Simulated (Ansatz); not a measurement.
Write a Python script for Ansatz 0.2.0, Python API that makes a formation energy from the elements of SnTe and its elements. Level of theory (first run): LDA, PAW, cutoff 500 eV, 10×10×10 k-points, cold smearing of 0.02 eV.

Script `formation_snte.py`:
```python
"""Heat of formation of SnTe at zero temperature, after relaxing atoms and volume at fixed cell shape."""

from collections import Counter
import warnings

import ansatz as az
import numpy as np


def compute(name, crystal):
    calc = (
        crystal.calculation()
        .functional("lda")
        .basis(500)
        .kpoints(spacing=0.16)
        .occupations("cold", width=0.02)
        .stress()
    )
    calc = calc.relax(force_tolerance=0.02, max_steps=40, fix_cell=["shape"])
    return calc.run(threads=1, backend="cpu")


def counts(outcome):
    return Counter(site.symbol for site in outcome.lattice.sites)

def formation_energy(outcome, mu):
    n = counts(outcome)
    return (outcome.report["energy_sigma0_ev"] - sum(k * mu[element] for element, k in n.items())) / sum(n.values())


def volume_per_atom(outcome):
    return abs(np.linalg.det(outcome.lattice.cell_ang)) / len(outcome.lattice.sites)

warnings.simplefilter("ignore", az.DeckWarning)

phases = {}
snte = (
    az.Lattice.from_parameters(5.106932, 5.106932, 5.106932, alpha=60.0, beta=60.0, gamma=60.0)
    .atom("Sn", (0.0, 0.0, 0.0))
    .atom("Te", (0.75, 0.75, 0.75))
)
phases["SnTe"] = snte
sn = (
    az.Lattice.fcc(6.466686)
    .space_group(227, origin_choice=1)
    .atom("Sn", (0.0, 0.0, 0.5))
    .primitive()
)
phases["Sn"] = sn
te = (
    az.Lattice.from_parameters(4.454, 4.454, 5.924, alpha=90, beta=90, gamma=120)
    .space_group(152)
    .atom("Te", (0.269, 0.0, 1 / 3))
)
phases["Te"] = te

done = {}
for name, crystal in phases.items():
    done[name] = compute(name, crystal)
    print(f"{name}: {done[name].report['energy_sigma0_ev']:.4f} eV, {len(done[name].lattice.sites)} atoms")

# chemical potentials of the elements at zero temperature
references = {"Sn": "Sn", "Te": "Te"}
mu = {element: done[name].report["energy_sigma0_ev"] / len(done[name].lattice.sites) for element, name in references.items()}

target = done["SnTe"]
heat = formation_energy(target, mu)
for element, value in mu.items():
    print(f"mu({element}) = {value:.4f} eV from {references[element]}, {volume_per_atom(done[references[element]]):.2f} A^3/atom")
print(f"formation energy of SnTe: {heat:.4f} eV/atom = {96.4853 * heat:.1f} kJ/mol of atoms")
```

```console
$ python formation_snte.py
SnTe: -12706.5047 eV, 2 atoms
Sn: -11759.0292 eV, 2 atoms
Te: -20481.5891 eV, 3 atoms
mu(Sn) = -5879.5146 eV from Sn, 33.91 A^3/atom
mu(Te) = -6827.1964 eV from Te, 31.66 A^3/atom
formation energy of SnTe: 0.1032 eV/atom = 10.0 kJ/mol of atoms
```

The formation energy is +0.103 eV an atom (+10.0 kJ per mole of atoms), so SnTe lies above the reference phases.

Total energies depend on the potentials; only differences at equal settings carry meaning. Atoms and volume are relaxed with the cell's shape held, which in cells of lower than cubic symmetry can hide stresses and shift volumes. The cells come from databases of deposited and of computed structures, and not all need be stable phases. The compound is the structure given, not necessarily its lowest; energies are at zero temperature, with no correction for gases. A semilocal functional's error on such energies is often 0.05 to 0.1 eV an atom, and 0.1 to 0.3 eV against gases such as O2 or F2. The whole script took 2.7 min on 1 thread of Arm Neoverse V2 (shared host), peak memory 0.6 GiB.
